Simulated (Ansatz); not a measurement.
# SiGeH₅ (doublet): the correlation ladder at a displaced geometry (v1), cc-pVDZ

The task here is to estimate one member of a computed series from the others.

Program: Ansatz 0.2.0, Gaussian basis. Level of theory: cc-pVDZ, core rule «outside noble gas», up to 19 orbitals frozen. These are calculated values, not measurements.

The runs, in order: UHF; CCSD(T) on ROHF; CCSD(T) on UHF; BCCD(T) on ROHF; CISD as a restricted active space (open shells left free, so some higher excitations enter); CCSDT(Q) on ROHF; CCSDT(Q) on UHF; CASSCF and NEVPT2, 9 electrons in 9 orbitals.

21 further runs of the same task are left out: 9 that didn't finish, 12 set aside as unsound or not needed. Runs told in other sessions of the task aren't counted.

## What is computed

The geometry is a PBE0/def2-TZVP stationary point (not a proven minimum) with its atoms shifted at random (size 0.040 Å). No spin-orbit coupling is included. The filled d shell of Ge may be among the frozen orbitals whatever the setting's name suggests.

7 atoms, charge 0, spin multiplicity 2.

Atoms are counted from 1 here; the program's logs count them from 0.

Bond lengths: Si1–Ge2 2.383 Å, Si1–H3 1.452 Å, Si1–H4 1.441 Å, Ge2–H5 1.618 Å, Ge2–H6 1.519 Å, Ge2–H7 1.488 Å. Angles: Ge2–Si1–H3 111.4°, Ge2–Si1–H4 113.7°, H3–Si1–H4 110.2°, Si1–Ge2–H5 110.5°, Si1–Ge2–H6 113.5°, Si1–Ge2–H7 111.4°, H5–Ge2–H6 109.3°, H5–Ge2–H7 104.1°, H6–Ge2–H7 107.5°.

As a file:

```
atom    x (Å)    y (Å)    z (Å)
 Si1  -0.0797   0.0106   1.7086
 Ge2   0.0172  -0.0055  -0.6722
  H3   0.5620  -1.1631   2.2735
  H4   0.4592   1.2078   2.3033
  H5  -0.7911   1.2561  -1.2815
  H6   1.4336  -0.0059  -1.2213
  H7  -0.6817  -1.1914  -1.2368
```

The first run:

Input file in.yaml:

```yaml
crystal:
  periodic: [false, false, false]
  atoms:
    - {symbol: Si, position_ang: [-0.079737, 0.010605, 1.708637]}
    - {symbol: Ge, position_ang: [0.017202, -0.005538, -0.672243]}
    - {symbol: H, position_ang: [0.562019, -1.163082, 2.273511]}
    - {symbol: H, position_ang: [0.459243, 1.207812, 2.303314]}
    - {symbol: H, position_ang: [-0.791145, 1.256142, -1.281529]}
    - {symbol: H, position_ang: [1.433648, -0.005881, -1.221276]}
    - {symbol: H, position_ang: [-0.681678, -1.191413, -1.236833]}
basis:
  gaussian: {orbitals: cc-pVDZ}
magnetization: {spin_polarized: true, initial_magnetization: 1}
hamiltonian: {xc: hf}
output: {orbitals: {seedname: orbitals}}
```

The run is started by

```bash
$ ansatz run in.yaml --threads 1 --pin off --events-out ev --progress --plain --max-ram 2393MiB
```

Among the steps run: UHF; CCSD(T) on ROHF; CCSD(T) on UHF; BCCD(T) on ROHF; CISD as a restricted active space (open shells left free, so some higher excitations enter); CCSDT(Q) on ROHF; CCSDT(Q) on UHF; CASSCF and NEVPT2, 9 electrons in 9 orbitals.

One table of the session follows, with a row left open; its other results are not shown here.

| method | from UCCSDT(Q) (kJ/mol) |
| --- | --- |
| ROHF | +638.0 |
| UHF | +632.9 |
| RMP2 | +140.2 |
| UMP2 | +139.7 |
| CISD | +73.9 |
| RCCSD | +18.1 |
| UCCSD | +18.0 |
| RCCSD(T) | +3.6 |
| UCCSD(T) | +3.6 |
| BCCD(T) | ? |
| RCCSDT | +0.6 |
| UCCSDT | +0.5 |
| RCCSDT(Q) | 0.0 |
| UCCSDT(Q) | 0 |
| CASSCF frontier | +488.7 |
| NEVPT2 frontier | +141.7 |

Q: Estimate the row for BCCD(T) from the others.

**Answer.** from UCCSDT(Q) (kJ/mol): +3.5. In the column «from UCCSDT(Q) (kJ/mol)» it lies between RCCSDT (+0.6) and RCCSD(T) (+3.6).

To keep in mind: Restricted and unrestricted rows rest on different reference determinants; a gap between their highest levels can come from leftover correlation error, from unlike frozen cores or from another state.
